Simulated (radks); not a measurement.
**Zn⁺ in [Ne] 3s2 3p5 3d10 4s1 4f1: an all-electron calculation**

What are the levels of the zinc ion Zn+, how large are its shells, and how does its energy divide?

The numbers are computed with radks (a radial shooting solver on a logarithmic mesh, Libxc functionals) version 1 (scalar-relativistic Kohn-Sham, BLYP, spin-polarised, spherical densities, point nucleus; open shells are filled with parallel spins first), except any that are marked as measured or tabulated.

**1. Starting point**

```
element       : zinc (Z = 30)
charge        : +1
electrons     : 29
configuration : [Ne] 3s2 3p5 3d10 4s1 4f1
```

Outer shells as boxes (Hund's rule):

Zn⁺
```
[Ne] core
3s [↑↓]
3p [↑↓][↑↓][↑ ]
3d [↑↓][↑↓][↑↓][↑↓][↑↓]
4s [↑ ]
4f [↑ ][  ][  ][  ][  ][  ][  ]
```

**2. Self-consistent calculation**

The run's settings:

```text
Z 30
configuration [Ne] 3s2 3p5 3d10 4s1 4f1 4p0 5s0
relativity scalar-relativistic
functional b88,lyp
spin polarised
nucleus point
c 137.035999084
```

Q: Predict the outcome of this run.

**Answer**, as computed:

```
                        quantity                   value
                    total energy     -1792.40911 hartree
exchange-correlation share of it                  3.96 %
                            −T/E                  1.0160
          highest occupied level        4f up, -2.441 eV
    most extended occupied level  4f up, <r> = 8.68 bohr
 radius at density 0.001 e/bohr³               3.39 bohr
    maxima of the radial density                       4
```

The radial density shows 4 maxima for 4 occupied principal shells. Relativity lifts −T/E to 1.016. This is not the tabulated ground configuration, so its levels and sizes aren't those of the ground state, and no measured value stands beside it.
